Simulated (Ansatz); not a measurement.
# ScGaS: the cost of one run

Computed with Ansatz 0.2.0 (DFT PBE, scalar-relativistic, plane waves, PAW, unless a step's input says otherwise).

**1. The system as given**

It takes space group P4/mmm (No. 123, tetragonal). Conventional cell: a = 3.507 Å, b = 3.507 Å, c = 4.971 Å, α = 90.00°, β = 90.00°, γ = 90.00°. Sc (site symmetry 4/mmm) is surrounded by 2 Ga at 2.49 Å. Ga (site symmetry 4/mmm) is surrounded by 4 S at 2.48 Å and 2 Sc at 2.49 Å. S (site symmetry 4/mmm) is surrounded by 4 Ga at 2.48 Å.

Coordinates:

```
CELL_PARAMETERS angstrom
3.50696 0.00000 0.00000
0.00000 3.50696 0.00000
0.00000 0.00000 4.97078
ATOMIC_POSITIONS crystal
Sc 0.50000 0.50000 0.50000
Ga 0.50000 0.50000 0.00000
S 0.00000 0.00000 0.00000
```

Recipe of the guess: random cell by space group and Wyckoff sites (P4/mmm, No. 123). Lengths come from tabulated atomic sizes and are only a guess.

**2. Probe: one point on a coarse mesh**

File input.yaml:

```yaml
crystal:
  lattice:
    - [3.50696217, 0.0, 0.0]
    - [0.0, 3.50696217, 0.0]
    - [0.0, 0.0, 4.97078139]
  atoms:
    - { symbol: Sc, position: [0.5, 0.5, 0.5] }
    - { symbol: Ga, position: [0.5, 0.5, 0.0] }
    - { symbol: S, position: [0.0, 0.0, 0.0] }
basis:
  ecutwfc: 420
kpoints:
  mp_grid: { grid: [6, 6, 4] }
hamiltonian:
  xc: pbe
scf:
  occupations: { method: gaussian, width: 0.1 }
  lower_state_search: "off"
output:
  forces: true
  stress: true
  eigenvalues: true
```

Started as:

```bash
ansatz run input.yaml --threads 1 --pin off --max-ram 2560MiB --backend cpu --events-out ev --progress --plain --runs-dir out
```

What time and memory should one allow on 1 thread of Intel Xeon at 2.50GHz (Skylake/Cascade Lake), shared host?

About 5.9 s, with a peak of 0.37 GiB.
